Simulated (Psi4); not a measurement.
**InH2Cl (SMILES [H][In]([H])[Cl]): levels of theory compared**

Aim: a comparison of 6 runs (HF/STO-3G, HF/def2-TZVPP, PBE0/def2-SVP, TPSS/def2-SVP, CEPA(3)/def2-SV(P), AQCC/def2-SVP) of InH2Cl. 

The calculation is run with Psi4 1.11.

2 further runs of the same task are left out: 2 set aside as unsound or not needed.

## 1. Starting point

InH2Cl: 4 atoms, total charge 0, spin state singlet. As SMILES, `[H][In]([H])[Cl]`. Geometry: a GFN2-xTB relaxation, a rough one for these elements and not checked as a minimum.

Bond lengths: In1–Cl4 2.278 Å, In1–H2 1.713 Å, In1–H3 1.713 Å. Angles: H2–In1–Cl4 120.3°, H3–In1–Cl4 120.3°, H2–In1–H3 119.4°.

## 2. Energy and gradient at HF/STO-3G (run 1)

calc.dat reads:

```
memory 1600 MB

molecule {
  In     0.070210     0.117850    -0.000370
  H      1.783010     0.101380     0.011370
  H     -0.755080     1.618480    -0.019870
  Cl    -1.098140    -1.837720     0.008870
  symmetry c1
  no_reorient
  no_com
}

set globals {
  basis         STO-3G
  puream        true
  e_convergence 1e-09
  d_convergence 1e-08
  scf_type      pk
}

E, wfn = gradient('hf', return_wfn=True)
```

Run with:

```
psi4 -i calc.dat -o calc.out -n 1
```

calc.out:

```text
[...]
  Running in c1 symmetry.
[...]
  Nuclear repulsion =  229.139900893049798
[...]
  Multiplicity = 1
[...]
  Nalpha       = 34
  Nbeta        = 34
[...]
    Number of basis functions: 38
[...]
   @RHF iter   1: -6138.51862510111459   -3.07648e+00   1.18856e-02 DIIS/ADIIS
[...]
   @RHF iter   9: -6138.69151321228128   -1.18234e-11   4.78818e-09 DIIS
[...]
    Orbital Energies [Eh]
    ---------------------
    Doubly Occupied:
       1A   -986.915940     2A   -146.052012     3A   -138.064090
       4A   -138.062484     5A   -138.062273     6A   -103.579835
       7A    -27.738989     8A    -24.758894     9A    -24.754257
      10A    -24.753207    11A    -16.624580    12A    -16.624558
      13A    -16.623611    14A    -16.618619    15A    -16.618607
      16A    -10.276517    17A     -7.719338    18A     -7.715703
      19A     -7.715254    20A     -4.278147    21A     -3.099313
      22A     -3.089812    23A     -3.084542    24A     -0.953672
      25A     -0.597995    26A     -0.596423    27A     -0.593982
      28A     -0.588188    29A     -0.585888    30A     -0.463318
      31A     -0.386407    32A     -0.367854    33A     -0.360851
      34A     -0.320545
[...]
  @RHF Final Energy: -6138.69151321228128
   => Energetics <=
    Nuclear Repulsion Energy =            229.1399008930497985
    One-Electron Energy =               -8958.3714151547646907
    Two-Electron Energy =                2590.5400010494331582
    Total Energy =                      -6138.6915132122821888
[...]
 Multipole Moments:
 ------------------------------------------------------------------------------------
     Multipole            Electronic (a.u.)      Nuclear  (a.u.)        Total (a.u.)
 ------------------------------------------------------------------------------------
 L = 1.  Multiply by 2.5417464519 to convert [e a0] to [Debye]
 Dipole X            :         27.3899935          -26.8344133            0.5555802
 Dipole Y            :         45.8056215          -44.8748161            0.9308055
 Dipole Z            :         -0.2384748            0.2346284           -0.0038464
 Magnitude           :                                                    1.0840124
[...]
  -Total Gradient:
     Atom            X                  Y                   Z
    ------   -----------------  -----------------  -----------------
       1       -0.021012097002    -0.035060411647     0.000204719080
       2        0.031679399732     0.005779736378     0.000153085141
       3       -0.009879703198     0.030616252910    -0.000358397504
       4       -0.000787599555    -0.001335577708     0.000000593283
[...]
```

Run time: 2 s. Hardware: 1 thread of Intel Xeon Platinum 8559C (Emerald Rapids), shared host; peak memory 0.19 GiB.

## 3. The charge distribution at HF/def2-TZVPP (core potential) (run 2)

job.json reads:

```json
{
  "schema_name": "qcschema_input",
  "schema_version": 1,
  "molecule": {
    "schema_name": "qcschema_molecule",
    "schema_version": 2,
    "symbols": ["In", "H", "H", "Cl"],
    "geometry": [0.13267767, 0.22270422, -0.0006992, 3.36940058, 0.19158043, 0.02148619, -1.4268944, 3.05848394, -0.03754886, -2.07518385, -3.47278749, 0.01676187],
    "molecular_charge": 0,
    "molecular_multiplicity": 1,
    "fix_com": true,
    "fix_orientation": true
  },
  "driver": "energy",
  "model": {
    "method": "hf",
    "basis": "def2-TZVPP"
  },
  "keywords": {
    "reference": "rhf",
    "scf_type": "pk",
    "print": 2,
    "scf_properties": ["MULLIKEN_CHARGES", "NO_OCCUPATIONS"]
  }
}
```

Run with:

```
psi4 --qcschema job.json -n 1 --memory 1600MB
```

stdout:

```text
[...]
    !!!  WARNING: ECP capability is in beta. Please check occupations closely.  !!!
[...]
  Running in c1 symmetry.
[...]
  Nuclear repulsion =  101.265289695521318
[...]
  Multiplicity = 1
[...]
  Nalpha       = 20
  Nbeta        = 20
[...]
      Number of basis functions:       120
[...]
   @RHF iter   1:  -649.87459163695428   -1.24317e+00   3.01823e-03 ADIIS/DIIS
[...]
   @RHF iter   7:  -649.91962468542874   -2.29114e-07   8.40158e-07 DIIS
[...]
    Orbital Energies [Eh]
    ---------------------
    Doubly Occupied:
       1A   -104.805699     2A    -10.534927     3A     -8.001552
       4A     -8.000667     5A     -8.000542     6A     -5.410671
       7A     -3.672408     8A     -3.664588     9A     -3.662164
      10A     -1.098533    11A     -1.056575    12A     -1.055922
      13A     -1.052393    14A     -1.051589    15A     -1.012719
      16A     -0.577406    17A     -0.467856    18A     -0.463110
      19A     -0.453668    20A     -0.408558
[...]
  @RHF Final Energy:  -649.91962468542874
   => Energetics <=
    Nuclear Repulsion Energy =            101.2652896955213180
    One-Electron Energy =               -1173.4667443678547443
    Two-Electron Energy =                 422.2818299869048246
    Total Energy =                       -649.9196246854287438
[...]
 Multipole Moments:
 ------------------------------------------------------------------------------------
     Multipole            Electronic (a.u.)      Nuclear  (a.u.)        Total (a.u.)
 ------------------------------------------------------------------------------------
 L = 1.  Multiply by 2.5417464519 to convert [e a0] to [Debye]
 Dipole X            :         30.9481928          -30.5493882            0.3988046
 Dipole Y            :         51.7790378          -51.1105343            0.6685034
 Dipole Z            :         -0.2569390            0.2542059           -0.0027331
 Magnitude           :                                                    0.7784275
[...]
  Mulliken Charges: (a.u.)
   Center  Symbol    Alpha    Beta     Spin     Total
       1    IN    10.08109 10.08109  0.00000  0.83782
       2     H     0.58870  0.58870  0.00000 -0.17740
       3     H     0.58867  0.58867  0.00000 -0.17735
       4    CL     8.74154  8.74154  0.00000 -0.48307
   Total alpha = 20.00000, Total beta = 20.00000, Total charge = -0.00000
  Natural Orbital Occupations:
  Total Occupations:
  HONO-2 :   18  A    2.000
[...]
```

The result, in JSON:

```text
{
 "driver": "energy",
 "model": {
  "method": "hf",
  "basis": "def2-TZVPP"
 },
 "success": true,
 "return_result": -649.9196246854287,
 "properties": {
  "calcinfo_nbasis": 120,
  "calcinfo_nmo": 120,
  "calcinfo_nalpha": 20,
  "calcinfo_nbeta": 20,
  "calcinfo_natom": 4,
  "nuclear_repulsion_energy": 101.26528969552132,
  "return_energy": -649.9196246854287,
  "scf_one_electron_energy": -1173.4667443678547,
  "scf_two_electron_energy": 422.2818299869048,
  "scf_dipole_moment": [0.39880456808625553, 0.6685034320724554, -0.0027331036076432835],
  "scf_total_energy": -649.9196246854287,
  "scf_iterations": 7
 }
}
```

Run time: 4.5 s. Hardware: 1 thread of Intel Xeon Platinum 8559C (Emerald Rapids), shared host; peak memory 0.6 GiB.

Atomic charges (e):

| atom | Mulliken |
| --- | --- |
| In1 | +0.838 |
| H2 | -0.177 |
| H3 | -0.177 |
| Cl4 | -0.483 |

Run 3 isn't shown in full; the table further down has it.

## 4. A single-point energy at TPSS/def2-SVP (core potential) (run 4)

job.in reads:

```
memory 1600 mb

molecule {
  0 1
  In     0.070210     0.117850    -0.000370
  H      1.783010     0.101380     0.011370
  H     -0.755080     1.618480    -0.019870
  Cl    -1.098140    -1.837720     0.008870
  symmetry c1
}

set puream true
set e_convergence 1e-09
set d_convergence 1e-08
set scf_type pk
set dft_radial_points 99
set dft_spherical_points 590

energy_value, wavefunction = energy("tpss/def2-SVP", return_wfn=True)
```

Run with:

```
psi4 -i job.in -o job.out -n 1
```

job.out:

```text
[...]
    !!!  WARNING: ECP capability is in beta. Please check occupations closely.  !!!
[...]
  Running in c1 symmetry.
[...]
  Nuclear repulsion =  101.265289562941149
[...]
  Multiplicity = 1
[...]
  Nalpha       = 20
  Nbeta        = 20
[...]
    Number of basis functions: 54
[...]
   @RKS iter   1:  -651.29205391883102   -8.68431e-01   6.01934e-03 ADIIS/DIIS
[...]
   @RKS iter  10:  -651.35267912967788   -7.95808e-13   4.62899e-09 DIIS
[...]
    Orbital Energies [Eh]
    ---------------------
    Doubly Occupied:
       1A   -100.950693     2A     -9.224427     3A     -7.008352
       4A     -7.002969     5A     -7.001479     6A     -4.538319
       7A     -2.977895     8A     -2.968641     9A     -2.964732
      10A     -0.763207    11A     -0.720037    12A     -0.719257
      13A     -0.715967    14A     -0.714911    15A     -0.688533
      16A     -0.408169    17A     -0.308128    18A     -0.298412
      19A     -0.283695    20A     -0.255770
[...]
  @RKS Final Energy:  -651.35267912967788
   => Energetics <=
    Nuclear Repulsion Energy =            101.2652895629411489
    One-Electron Energy =               -1173.1414653279539380
    Two-Electron Energy =                 466.1799513088950562
    DFT Exchange-Correlation Energy =     -45.6564546735602192
    Empirical Dispersion Energy =           0.0000000000000000
    VV10 Nonlocal Energy =                  0.0000000000000000
    Total Energy =                       -651.3526791296778811
[...]
 Multipole Moments:
 ------------------------------------------------------------------------------------
     Multipole            Electronic (a.u.)      Nuclear  (a.u.)        Total (a.u.)
 ------------------------------------------------------------------------------------
 L = 1.  Multiply by 2.5417464519 to convert [e a0] to [Debye]
 Dipole X            :         16.2944738          -15.9692307            0.3252431
 Dipole Y            :         27.2762499          -26.7309688            0.5452811
 Dipole Z            :         -0.1275209            0.1252654           -0.0022555
 Magnitude           :                                                    0.6349170
[...]
```

Run time: 9.9 s. Hardware: 1 thread of Intel Xeon Platinum 8559C (Emerald Rapids), shared host; peak memory 0.96 GiB.

Run 5 isn't shown in full; the table further down has it.

## 5. A single-point energy at AQCC/def2-SVP (core potential) (run 6)

clh2in.json reads:

```json
{
  "schema_name": "qcschema_input",
  "schema_version": 1,
  "molecule": {
    "schema_name": "qcschema_molecule",
    "schema_version": 2,
    "symbols": ["In", "H", "H", "Cl"],
    "geometry": [0.13267767, 0.22270422, -0.0006992, 3.36940058, 0.19158043, 0.02148619, -1.4268944, 3.05848394, -0.03754886, -2.07518385, -3.47278749, 0.01676187],
    "molecular_charge": 0,
    "molecular_multiplicity": 1,
    "fix_com": true,
    "fix_orientation": true
  },
  "driver": "energy",
  "model": {
    "method": "aqcc",
    "basis": "def2-SVP"
  },
  "keywords": {
    "scf_type": "pk",
    "num_frozen_docc": 9
  }
}
```

Run with:

```
psi4 --qcschema clh2in.json -n 1 --memory 1600MB
```

stdout:

```text
[...]
    !!!  WARNING: ECP capability is in beta. Please check occupations closely.  !!!
[...]
  Running in c1 symmetry.
[...]
  Nuclear repulsion =  101.265289695521318
[...]
  Multiplicity = 1
[...]
  Nalpha       = 20
  Nbeta        = 20
[...]
    Number of basis functions: 54
[...]
   @RHF iter   1:  -649.72761655906299   -1.38756e+00   3.91359e-03 ADIIS/DIIS
[...]
   @RHF iter  10:  -649.75175871613931   -7.50333e-12   5.35711e-09 DIIS
[...]
    Orbital Energies [Eh]
    ---------------------
    Doubly Occupied:
       1A   -104.763935     2A    -10.527106     3A     -8.001539
       4A     -7.999351     5A     -7.999092     6A     -5.414694
       7A     -3.675601     8A     -3.669468     9A     -3.665809
      10A     -1.097384    11A     -1.059584    12A     -1.059068
      13A     -1.056260    14A     -1.054280    15A     -1.011837
      16A     -0.574817    17A     -0.463754    18A     -0.459137
      19A     -0.448638    20A     -0.404986
[...]
  @RHF Final Energy:  -649.75175871613931
   => Energetics <=
    Nuclear Repulsion Energy =            101.2652896955213180
    One-Electron Energy =               -1173.2214202277457389
    Two-Electron Energy =                 422.2043718160852563
    Total Energy =                       -649.7517587161391930
[...]
 Multipole Moments:
 ------------------------------------------------------------------------------------
     Multipole            Electronic (a.u.)      Nuclear  (a.u.)        Total (a.u.)
 ------------------------------------------------------------------------------------
 L = 1.  Multiply by 2.5417464519 to convert [e a0] to [Debye]
 Dipole X            :         30.9410137          -30.5493882            0.3916255
 Dipole Y            :         51.7671090          -51.1105343            0.6565746
 Dipole Z            :         -0.2568557            0.2542059           -0.0026497
 Magnitude           :                                                    0.7645049
[...]
      * SCS-MP2 total energy:                 -649.972247949583
[...]
      * MP2 total energy:                     -649.974029503960
[...]
```

The result, in JSON:

```text
{
 "driver": "energy",
 "model": {
  "method": "aqcc",
  "basis": "def2-SVP"
 },
 "success": true,
 "return_result": -650.0033780504519,
 "properties": {
  "calcinfo_nbasis": 54,
  "calcinfo_nmo": 54,
  "calcinfo_nalpha": 20,
  "calcinfo_nbeta": 20,
  "calcinfo_natom": 4,
  "nuclear_repulsion_energy": 101.26528969552132,
  "return_energy": -650.0033780504519,
  "scf_one_electron_energy": -1173.2214202277457,
  "scf_two_electron_energy": 422.20437181608526,
  "scf_dipole_moment": [0.39162549622544063, 0.6565746352293615, -0.0026497464156659545],
  "scf_total_energy": -649.7517587161393,
  "scf_iterations": 10,
  "mp2_same_spin_correlation_energy": -0.05334889839277091,
  "mp2_opposite_spin_correlation_energy": -0.16892188942747893,
  "mp2_singles_energy": 0.0,
  "mp2_doubles_energy": -0.22227078782024984,
  "mp2_correlation_energy": -0.22227078782024984,
  "mp2_total_energy": -649.9740295039595
 }
}
```

Wall time 2.5 s (1 thread of Intel Xeon Platinum 8559C (Emerald Rapids), shared host); peak memory 0.24 GiB.

## 6. All runs side by side

| run | level | task | core potential | energy (Eh) | dipole moment (D) | HOMO energy (eV) | LUMO energy (eV) | wall time |
| --- | --- | --- | --- | --- | --- | --- | --- | --- |
| 1 | HF/STO-3G | gradient | none | -6138.691513 | 2.76 | -8.72 | 5.14 | 2 s |
| 2 | HF/def2-TZVPP (core potential) | properties | def2 | -649.919625 | 1.98 | -11.12 | 0.51 | 4.5 s |
| 3 | PBE0/def2-SVP (core potential) | gradient | def2 | -651.251023 | 1.77 | -8.04 | -1.80 | 6.3 s |
| 4 | TPSS/def2-SVP (core potential) | energy | def2 | -651.352679 | 1.61 | -6.96 | -2.36 | 9.9 s |
| 5 | CEPA(3)/def2-SV(P) (density fitting, core potential) | energy | def2 | -649.980660 | – | -11.04 | 0.74 | 2.3 s |
| 6 | AQCC/def2-SVP (core potential) | energy | def2 | -650.003378 | – | -11.02 | 0.74 | 2.5 s |

## 7. What came out

| quantity | value |
| --- | --- |
| run 6: total energy | -650.00338 Eh |
| run 6: HOMO energy (Hartree–Fock orbitals) | -11.02 eV |
| run 6: LUMO energy (Hartree–Fock orbitals) | 0.74 eV |
| run 6: HOMO–LUMO gap (Hartree–Fock orbitals) | 11.76 eV |
| run 6: correlation energy (9 core orbitals frozen) | -251.6 mEh |

What this shows: Over runs 1, 2, 3, 4 the dipole moment (its size) runs from 1.61 D (TPSS/def2-SVP) to 2.76 D (HF/STO-3G). The two ends differ in method and basis and core potential. Over runs 1, 2, 3, 4 the HOMO–LUMO gap runs from 4.60 eV (TPSS/def2-SVP) to 13.87 eV (HF/STO-3G). Totals of different functionals can't be ranked against each other. Some runs of one species differ in core potentials or relativity; totals across that change don't compare. In run 1 the basis is minimal, so the values are rough. In run 1 relativity is left out where basis or elements ask for it. All runs together took 28 s, the longest 9.9 s.
